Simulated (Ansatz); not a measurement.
# H2C18O: the cost of one run

Program: Ansatz 0.2.0. Level of theory: DFT PBEsol, plane waves, PAW, scalar-relativistic, no spin polarisation. These are calculated values, not measurements.

### Step 1. Starting point

The cell holds 21 atoms (C18H2O): a = 7.398 Å, b = 7.398 Å, c = 12.000 Å, α = 90.00°, β = 90.00°, γ = 120.00°.

Structure file:

```xyz
21
Lattice="7.3980 0.0000 0.0000 -3.6990 6.4069 0.0000 0.0000 0.0000 12.0000" Properties=species:S:1:pos:R:3 pbc="T T T"
C     0.0000    0.0000    1.0000
C     1.2330    0.7119    1.0000
C    -1.2330    2.1356    1.0000
C     0.0000    2.8475    1.0000
C    -2.4660    4.2712    1.0000
C    -1.2330    4.9831    1.0000
C     2.4660    0.0000    1.0000
C     3.6990    0.7119    1.0000
C     1.2330    2.1356    1.0000
C     2.4660    2.8475    1.0000
C     0.0000    4.2712    1.0000
C     1.2330    4.9831    1.0000
C     4.9320    0.0000    1.0000
C     6.1650    0.7119    1.0000
C     3.6990    2.1356    1.0000
C     4.9320    2.8475    1.0000
C     2.4660    4.2712    1.0000
C     3.6990    4.9831    1.0000
O     4.9122    2.8084    2.4600
H     5.8502    2.8230    2.6600
H     4.6052    3.6949    2.6600
```

### Step 2. End point A

File input.yaml:

```yaml
crystal:
  lattice:
    - [7.398, 0.0, 0.0]
    - [-3.699, 6.406856, 0.0]
    - [0.0, 0.0, 12.0]
  atoms:
    - { symbol: C, position: [0.0, 0.0, 0.0833333] }
    - { symbol: C, position: [0.2222222, 0.1111111, 0.0833333] }
    - { symbol: C, position: [0.0, 0.3333333, 0.0833333] }
    - { symbol: C, position: [0.2222222, 0.4444444, 0.0833333] }
    - { symbol: C, position: [0.0, 0.6666667, 0.0833333] }
    - { symbol: C, position: [0.2222222, 0.7777778, 0.0833333] }
    - { symbol: C, position: [0.3333333, 0.0, 0.0833333] }
    - { symbol: C, position: [0.5555556, 0.1111111, 0.0833333] }
    - { symbol: C, position: [0.3333333, 0.3333333, 0.0833333] }
    - { symbol: C, position: [0.5555556, 0.4444444, 0.0833333] }
    - { symbol: C, position: [0.3333333, 0.6666667, 0.0833333] }
    - { symbol: C, position: [0.5555556, 0.7777778, 0.0833333] }
    - { symbol: C, position: [0.6666667, 0.0, 0.0833333] }
    - { symbol: C, position: [0.8888889, 0.1111111, 0.0833333] }
    - { symbol: C, position: [0.6666667, 0.3333333, 0.0833333] }
    - { symbol: C, position: [0.8888889, 0.4444444, 0.0833333] }
    - { symbol: C, position: [0.6666667, 0.6666667, 0.0833333] }
    - { symbol: C, position: [0.8888889, 0.7777778, 0.0833333] }
    - { symbol: O, position: [0.883166, 0.4383481, 0.205] }
    - { symbol: H, position: [1.0110984, 0.4406244, 0.2216667] }
    - { symbol: H, position: [0.9108411, 0.5767095, 0.2216667] }
basis:
  ecutwfc: 420.0
kpoints:
  mp_grid: { grid: [2, 2, 1] }
hamiltonian:
  xc: pbesol
scf:
  occupations: { method: gaussian, width: 0.05 }
  lower_state_search: "off"
relax:
  f_tol: 0.03
  max_steps: 60
  adjacent_minimum: "off"
output:
  write_density: true
  write_potential: true
  elf: true
  volumetric_format: npy
```

Run with:

```console
ansatz run input.yaml --threads 1 --pin off --max-ram 3072MiB --backend cpu --events-out ev --progress --plain --runs-dir out
```

What time and memory should one allow on 1 thread of Intel Xeon Platinum 8488C (Sapphire Rapids), shared host?

About 6.6 min, with a peak of 0.74 GiB.
